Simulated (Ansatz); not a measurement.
# CH4BFOS: one species, many methods

Aim: compute CH4BFOS with functionals from several rungs and with coupled cluster. The yardstick is the atomisation energy at the CCSD(T) limit.

Program: Ansatz 0.2.0, Gaussian basis. Level of theory: functionals in def2-TZVPP, the program's frozen cores in correlated methods. These are calculated values, not measurements.

Levels to be run: LDA (SPW92), PBE-D4, revPBE-D4, BLYP-D4, r2SCAN-D4, B97M-V, PBE0-D4, B3LYP-D4, r2SCANh-D4, r2SCAN0-D4, HSE06-D4, BHLYP-D4, CAM-B3LYP-D4, LC-ωPBE, ωB97X-V, ωB97M-V, B2PLYP, PBE-QIDH; CCSD(T)/def2-SVP; CCSD(T)/def2-TZVPP; MP2/def2-QZVPP; extrapolation to the limit; RPA on PBE.

## (1) The geometry

All runs share one geometry, relaxed beforehand with PBE0-D4 in a triple-zeta def2 set.

SMILES `COB(F)S`, 9 atoms, charge 0, spin multiplicity 1.

Atoms are counted from 1 here; the program's logs count them from 0.

Bond lengths: C1–O2 1.409 Å, C1–H6 1.094 Å, C1–H7 1.089 Å, C1–H8 1.094 Å, O2–B3 1.344 Å, B3–F4 1.328 Å, B3–S5 1.819 Å, S5–H9 1.341 Å. Angles: O2–C1–H6 111.2°, O2–C1–H7 107.5°, O2–C1–H8 111.2°, H6–C1–H7 108.8°, H6–C1–H8 109.4°, H7–C1–H8 108.8°, C1–O2–B3 124.6°, O2–B3–F4 116.9°, O2–B3–S5 127.6°, F4–B3–S5 115.6°, B3–S5–H9 96.9°.

## (2) LDA

This LDA is Slater exchange with PW92 correlation.

Contents of in.yaml:

```yaml
crystal:
  periodic: [false, false, false]
  atoms:
    - {symbol: C, position_ang: [0.905355, -0.202967, 0.761187]}
    - {symbol: O, position_ang: [0.391978, -0.802130, -0.405993]}
    - {symbol: B, position_ang: [-0.675294, -0.354084, -1.088127]}
    - {symbol: F, position_ang: [-1.026829, -1.039462, -2.170050]}
    - {symbol: S, position_ang: [-1.708510, 1.093059, -0.705435]}
    - {symbol: H, position_ang: [1.235390, 0.821737, 0.566760]}
    - {symbol: H, position_ang: [1.763408, -0.792505, 1.081608]}
    - {symbol: H, position_ang: [0.161672, -0.199498, 1.563475]}
    - {symbol: H, position_ang: [-1.047170, 1.475838, 0.396564]}
basis:
  gaussian: {orbitals: def2-TZVPP}
hamiltonian: {xc: lda}
output: {orbitals: {seedname: orbitals}}
```

The runs that follow: PBE-D4 (GGA); revPBE-D4 (GGA); BLYP-D4 (GGA); r2SCAN-D4 (meta-GGA); B97M-V (meta-GGA); PBE0-D4 (hybrid); B3LYP-D4 (hybrid); r2SCANh-D4 (hybrid); r2SCAN0-D4 (hybrid); HSE06-D4 (hybrid); BHLYP-D4 (hybrid); CAM-B3LYP-D4 (range-separated); LC-ωPBE-D4 (range-separated); ωB97X-V (range-separated); ωB97M-V (range-separated); B2PLYP (double hybrid); PBE-QIDH (double hybrid); CCSD(T) in def2-SVP; CCSD(T) in def2-TZVPP; MP2 in def2-QZVPP; RPA on PBE orbitals.

**Question.** What will the summary of the whole plan be? Wanted: atomisation energy, CCSD(T)/CBS; farthest beyond LDA; mean size of error, GGA; mean size of error, meta-GGA; mean size of error, hybrid; mean size of error, range-separated; mean size of error, double hybrid; gap, smallest and largest; T1 diagnostic.

**Answer**, as computed:

| quantity | value |
| --- | --- |
| atomisation energy, CCSD(T)/CBS | 37.370 eV |
| functionals within 0.187 eV (0.5 %) | revPBE-D4, BLYP-D4, PBE0-D4, B3LYP-D4, r2SCANh-D4, HSE06-D4, LC-ωPBE, ωB97X-V, PBE-QIDH |
| farthest beyond LDA | BHLYP-D4 (-1.231 eV) |
| mean size of error, GGA | 0.382 eV |
| mean size of error, meta-GGA | 0.314 eV |
| mean size of error, hybrid | 0.331 eV |
| mean size of error, range-separated | 0.166 eV |
| mean size of error, double hybrid | 0.218 eV |
| gap, smallest and largest | 6.06 eV (BLYP-D4), 13.29 eV (LC-ωPBE) |
| T1 diagnostic | 0.0126 |
| triples share of the correlation energy | 3.6 % |

In words: The LDA atomisation energy is off by 5.967 eV (16 %): it overbinds. PBE-D4 misses by +0.987 eV. Double hybrids carry the basis error of their MP2 part in triple zeta, and no dispersion term here, so their miss is partly the set-up's. By mean error the best rung here is range-separated (0.166 eV) and the worst beyond LDA is GGA (0.382 eV). The gap between the best rungs is small, so their order is not settled. Misses under about 0.187 eV are within the doubt on the reference itself, which lacks core-valence correlation, relativity and higher excitations. Hartree-Fock recovers 74 % of the binding; the rest is correlation. CCSD(T) in def2-SVP is off by -1.761 eV, worse than the median functional, from the basis alone. The gap grows from 6.1 to 13.3 eV across the functionals, mostly with the share of exact exchange.
